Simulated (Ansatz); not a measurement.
# NH2Br (triplet): wave-function methods side by side at distance Br1–H2 along a hydrogen transfer = 1.937 Å, cc-pVTZ

One table from this session's results is given with a row withheld; the runs are named, their logs left out.

Program: Ansatz 0.2.0, Gaussian basis. Level of theory: cc-pVTZ, core rule «outside noble gas», up to 15 orbitals frozen. These are calculated values, not measurements.

To be run: UHF; CCSD(T) on ROHF; CCSD(T) on UHF; BCCD(T) on ROHF; CCSDT(Q) on ROHF; CCSDT(Q) on UHF; CASSCF and NEVPT2, 4 electrons in 4 orbitals; CASSCF and NEVPT2, 14 electrons in 10 orbitals.

## What is computed

The geometry derives from fragments relaxed apart (PBE0/def2-TZVP) and kept rigid, so it is no stationary point. A hydrogen atom is moved between rigid fragments. No spin-orbit coupling is included. The filled d shell of Br may be among the frozen orbitals whatever the setting's name suggests; the logs give the count.

4 atoms, charge 0, spin multiplicity 3.

Atoms are counted from 1 here; the program's logs count them from 0.

Bond lengths: H2–N3 1.247 Å, N3–H4 1.040 Å. Angles: H2–N3–H4 105.0°.

Set-up of the first run:

in.yaml

```yaml
crystal:
  periodic: [false, false, false]
  atoms:
    - {symbol: Br, position_ang: [-2.143520, 0.251057, 0.000000]}
    - {symbol: H, position_ang: [-0.206520, 0.251057, 0.000000]}
    - {symbol: N, position_ang: [1.040480, 0.251057, 0.000000]}
    - {symbol: H, position_ang: [1.309561, -0.753170, 0.000000]}
basis:
  gaussian: {orbitals: cc-pVTZ}
magnetization: {spin_polarized: true, initial_magnetization: 2}
hamiltonian: {xc: hf}
output: {orbitals: {seedname: orbitals}}
```

Launch:

```
> ansatz run in.yaml --threads 1 --pin off --events-out ev --progress --plain --max-ram 2816MiB --backend cpu
```

Steps of the session up to this table: UHF; CCSD(T) on ROHF; CCSD(T) on UHF; BCCD(T) on ROHF; CCSDT(Q) on ROHF; CCSDT(Q) on UHF; CASSCF and NEVPT2, 4 electrons in 4 orbitals; CASSCF and NEVPT2, 14 electrons in 10 orbitals.

One table of the session follows, with a row left open; its other results are not shown here.

```
        method  from UCCSDT(Q) (meV)
          ROHF              +10937.2
           UHF              +10430.9
          RMP2               +1423.1
          UMP2                     ?
         RCCSD                +431.6
         UCCSD                +414.6
      RCCSD(T)                 +53.8
      UCCSD(T)                 +53.9
       BCCD(T)                 +53.5
        RCCSDT                 +21.7
        UCCSDT                 +17.6
     RCCSDT(Q)                  +3.6
     UCCSDT(Q)                     0
   CASSCF pair              +10024.2
   NEVPT2 pair               +1342.2
CASSCF valence               +9103.4
NEVPT2 valence               +1872.5
```

**Question.** Estimate the row for UMP2.

The run gave: from UCCSDT(Q) (meV): +1500.4. In the column «from UCCSDT(Q) (meV)» it lies between RMP2 (+1423.1) and NEVPT2 valence (+1872.5).

To keep in mind: Restricted and unrestricted rows rest on different reference determinants; where their highest levels disagree by more than a few hundredths of an eV, they describe different states and don't form one ladder.
